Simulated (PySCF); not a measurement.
# C4H10FNSi2: the cost of one run

Computed with PySCF 2.14.0, with density-fitted response routines of our own, on a single molecule, in the gas phase or a continuum. Atoms are numbered from 0 throughout.

### 1 Starting geometry

18 atoms, charge 0, multiplicity 1; geometry from: GFN2-xTB. The atoms were then displaced at random by about 0.01 Å, so the start is not that level's minimum.

Bonds of the start (Å): C0–C1 1.32, C1–Si2 1.89, Si2–C3 1.87, C3–C4 1.56, C4–Si5 1.90, Si5–F6 1.62, Si5–N7 1.73, N7–Si2 1.73, C0–H8 1.10, C0–H9 1.05, C1–H10 1.09, Si2–H11 1.49, C3–H12 1.12, C3–H13 1.07, C4–H14 1.09, C4–H15 1.08, Si5–H16 1.45, N7–H17 0.99.

### 2 Optimising the geometry at PBE0-D3(BJ)/def2-SVP

What the job is given:

```
{"job": {"xc": "PBE0", "basis": "def2-SVP", "d3": "d3bj", "grid": 1, "shake": 0.01, "kind": "geom"}, "charge": 0, "multiplicity": 1}
C      2.353790    -0.083550    -1.248730
C      2.194330    -0.216750     0.053730
Si     0.657440     0.332530     1.016490
C     -0.616680    -1.026060     1.154290
C     -1.566610    -0.944720    -0.081960
Si    -1.773840     0.888880    -0.540040
F     -1.769010     1.084820    -2.144640
N     -0.275110     1.468320     0.112750
H      1.559780     0.420430    -1.819790
H      3.203350    -0.391250    -1.786250
H      2.992320    -0.693330     0.615450
H      1.059130     0.939850     2.316590
H     -1.273650    -0.846220     2.045800
H     -0.247140    -2.027640     1.256760
H     -1.095780    -1.470330    -0.906380
H     -2.508580    -1.435190     0.124730
H     -2.950550     1.613010    -0.092110
H      0.029270     2.399150    -0.062430
```

On the command line:

```console
$ OMP_NUM_THREADS=1 python probes_run.py task.json out
```

This one command runs all jobs of the session in turn.

**Question.** How long does this first job take on 1 thread of INTEL XEON PLATINUM 8581C at 2.30GHz, shared host, and how much memory does it need?

About 90 s, with a peak of 0.81 GiB.
